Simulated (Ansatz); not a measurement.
# C2H11ClSi3: the cost of one run

Program: Ansatz 0.2.0. Level of theory: RKS PBE0-D4/STO-3G. These are calculated values, not measurements.

## (1) The system as given

Bond lengths (14 of 16 bonds, heavy atoms first): C1–Si2 1.858 Å, Si2–C3 1.833 Å, Si2–Si4 2.270 Å, Si4–Si5 2.313 Å, Si4–Cl6 2.114 Å, C1–H7 1.045 Å, C1–H8 1.077 Å, C1–H9 1.095 Å, Si2–H10 1.482 Å, C3–H11 1.096 Å, C3–H12 1.125 Å, C3–H13 1.106 Å, Si4–H14 1.469 Å, Si5–H15 1.483 Å. Angles (14 of 30 angles, heavy atoms first): C1–Si2–C3 110.0°, C1–Si2–Si4 113.1°, C3–Si2–Si4 108.2°, Si2–Si4–Si5 108.1°, Si2–Si4–Cl6 109.0°, Si5–Si4–Cl6 108.7°, C1–Si2–H10 109.1°, C3–Si2–H10 108.8°, Si4–Si2–H10 107.6°, Si2–C1–H7 112.5°, Si2–C1–H8 108.9°, Si2–C1–H9 107.7°, Si2–C3–H11 114.3°, Si2–C3–H12 111.9°.

Its coordinates follow in the input file.

## (2) Relaxing end A

Contents of input.yaml:

```yaml
crystal:
  periodic: [false, false, false]
  atoms:
    - { symbol: C, position_ang: [0.0739, -1.9155, -0.6355] }
    - { symbol: Si, position_ang: [0.7893, -0.4567, 0.2649] }
    - { symbol: C, position_ang: [1.2297, -0.934, 1.979] }
    - { symbol: Si, position_ang: [-0.63, 1.3116, 0.3635] }
    - { symbol: Si, position_ang: [-1.0937, 1.9831, -1.8003] }
    - { symbol: Cl, position_ang: [-2.4312, 0.6986, 1.2854] }
    - { symbol: H, position_ang: [0.7418, -2.7169, -0.6934] }
    - { symbol: H, position_ang: [-0.85, -2.1993, -0.161] }
    - { symbol: H, position_ang: [-0.2272, -1.5775, -1.6325] }
    - { symbol: H, position_ang: [2.0161, -0.0089, -0.4355] }
    - { symbol: H, position_ang: [0.3812, -1.2675, 2.5871] }
    - { symbol: H, position_ang: [2.0054, -1.7486, 2.0009] }
    - { symbol: H, position_ang: [1.6698, -0.0715, 2.5141] }
    - { symbol: H, position_ang: [-0.1708, 2.4127, 1.221] }
    - { symbol: H, position_ang: [-1.635, 0.8566, -2.5989] }
    - { symbol: H, position_ang: [0.1719, 2.4924, -2.3995] }
    - { symbol: H, position_ang: [-2.0601, 3.1411, -1.8192] }
basis:
  gaussian: { orbitals: STO-3G }
hamiltonian:
  xc: pbe0
  dispersion: d4
relax:
  f_tol: 0.015
  max_steps: 40
```

Launch:

```console
$ ansatz run input.yaml --threads 1 --pin off --max-ram 2048MiB --backend cpu --events-out ev --progress --plain --runs-dir out
```

What time and memory should one allow on 1 thread of Arm Neoverse V2, shared host?

About 74 s, with a peak of 0.16 GiB.
